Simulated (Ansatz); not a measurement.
**CH₇BOSi: small, medium and large basis sets**

The task here is to estimate one member of a computed series from the others.

Program: Ansatz 0.2.0, Gaussian basis. Level of theory: one geometry, several basis sets. These are calculated values, not measurements.

Plan: PBE0-D4/def2-SVP; ωB97M-V/def2-SVP; PBE0-D4/def2-QZVPP; ωB97M-V/def2-QZVPP; the functionals' def2-TZVPP values are taken from earlier runs.

## Structure used throughout

An earlier PBE0-D4 in a triple-zeta def2 set relaxation fixed the geometry.

SMILES `B[SiH2]OC`, 11 atoms, charge 0, spin multiplicity 1.

Atoms are counted from 1 here; the program's logs count them from 0.

Bond lengths: B1–Si2 1.999 Å, B1–H5 1.195 Å, B1–H6 1.197 Å, Si2–O3 1.648 Å, Si2–H7 1.498 Å, Si2–H8 1.498 Å, O3–C4 1.407 Å, C4–H9 1.097 Å, C4–H10 1.097 Å, C4–H11 1.092 Å. Angles: Si2–B1–H5 123.5°, Si2–B1–H6 118.8°, H5–B1–H6 117.7°, B1–Si2–O3 111.2°, B1–Si2–H7 109.9°, B1–Si2–H8 109.8°, O3–Si2–H7 109.9°, O3–Si2–H8 110.0°, H7–Si2–H8 105.9°, Si2–O3–C4 122.1°, O3–C4–H9 111.5°, O3–C4–H10 111.5°, O3–C4–H11 108.4°, H9–C4–H10 108.4°, H9–C4–H11 108.5°, H10–C4–H11 108.5°.

The first run:

Input file in.yaml:

```yaml
crystal:
  periodic: [false, false, false]
  atoms:
    - {symbol: B, position_ang: [-1.709346, 1.465805, -0.828296]}
    - {symbol: Si, position_ang: [-0.630270, 0.228226, 0.312262]}
    - {symbol: O, position_ang: [0.753682, -0.235757, -0.453759]}
    - {symbol: C, position_ang: [1.684156, -1.105786, 0.144204]}
    - {symbol: H, position_ang: [-1.379159, 1.807834, -1.924160]}
    - {symbol: H, position_ang: [-2.743411, 1.890395, -0.400223]}
    - {symbol: H, position_ang: [-0.295733, 0.894352, 1.611981]}
    - {symbol: H, position_ang: [-1.447497, -0.976566, 0.667053]}
    - {symbol: H, position_ang: [2.082839, -0.688948, 1.077090]}
    - {symbol: H, position_ang: [1.236893, -2.082631, 0.364690]}
    - {symbol: H, position_ang: [2.513145, -1.253923, -0.550240]}
basis:
  gaussian: {orbitals: def2-SVP}
hamiltonian: {xc: pbe0, dispersion: d4}
output: {orbitals: {seedname: orbitals}}
```

Command:

```bash
$ ansatz run in.yaml --threads 2 --pin off --events-out ev --progress --plain --max-ram 4352MiB
```

Steps of the session up to this table: PBE0-D4 in def2-SVP; ωB97M-V in def2-SVP; PBE0-D4 in def2-QZVPP; ωB97M-V in def2-QZVPP.

One of the session's tables, all rows but one given; the rest of the session is left out.

It belongs to the step «Functionals by basis». 

```
functional       basis  HOMO (eV)  LUMO (eV)
   PBE0-D4    def2-SVP          ?          ?
   PBE0-D4  def2-TZVPP      -8.07      -2.41
   PBE0-D4  def2-QZVPP      -8.10      -2.42
   ωB97M-V    def2-SVP     -10.26      -0.27
   ωB97M-V  def2-TZVPP     -10.41      -0.43
   ωB97M-V  def2-QZVPP     -10.42      -0.48
```

Q: Estimate the row for PBE0-D4, def2-SVP from the others.

The run gave: HOMO (eV): -7.93; LUMO (eV): -2.35. In the column «HOMO (eV)» it is the highest.
